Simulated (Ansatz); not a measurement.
# Sr4Ir: the cost of one run

Program: Ansatz 0.2.0. Level of theory: DFT PBE, scalar-relativistic, plane waves, PAW. These are calculated values, not measurements.

### 1 The starting structure

Symmetry: Pm-3m, No. 221, cubic system. Conventional cell: a = 6.404 Å, b = 6.404 Å, c = 6.404 Å, α = 90.00°, β = 90.00°, γ = 90.00°. Sr (site symmetry 4/mmm) is surrounded by 2 Ir at 3.20 Å. Around Ir (site symmetry m-3m) lie 6 Sr at 3.20 Å.

As a file:

```
Sr Ir
1.0
     6.40438    0.00000    0.00000
     0.00000    6.40438    0.00000
     0.00000    0.00000    6.40438
Sr Ir
4 1
Direct
  0.00000 0.50000 0.50000
  0.50000 0.00000 0.50000
  0.50000 0.50000 0.00000
  0.00000 0.00000 0.00000
  0.50000 0.50000 0.50000
```

Recipe of the guess: random cell by space group and Wyckoff sites (Pm-3m, No. 221). Lengths come from tabulated atomic sizes and are only a guess.

### 2 A first look at the guess

Input file input.yaml:

```yaml
crystal:
  lattice:
    - [6.40437787, 0.0, 0.0]
    - [0.0, 6.40437787, 0.0]
    - [0.0, 0.0, 6.40437787]
  atoms:
    - { symbol: Sr, position: [0.0, 0.5, 0.5] }
    - { symbol: Sr, position: [0.5, 0.0, 0.5] }
    - { symbol: Sr, position: [0.5, 0.5, 0.0] }
    - { symbol: Sr, position: [0.0, 0.0, 0.0] }
    - { symbol: Ir, position: [0.5, 0.5, 0.5] }
basis:
  ecutwfc: 420
kpoints:
  mp_grid: { grid: [4, 4, 4] }
hamiltonian:
  xc: pbe
scf:
  occupations: { method: gaussian, width: 0.1 }
  lower_state_search: "off"
output:
  forces: true
  stress: true
  eigenvalues: true
```

Run with:

```sh
$ ansatz run input.yaml --threads 1 --pin off --max-ram 2048MiB --backend cpu --events-out ev --progress --plain --runs-dir out
```

**Question.** How long does this run take on 1 thread of Arm Neoverse V2, shared host, and how much memory does it need?

About 5.2 s, with a peak of 0.44 GiB.
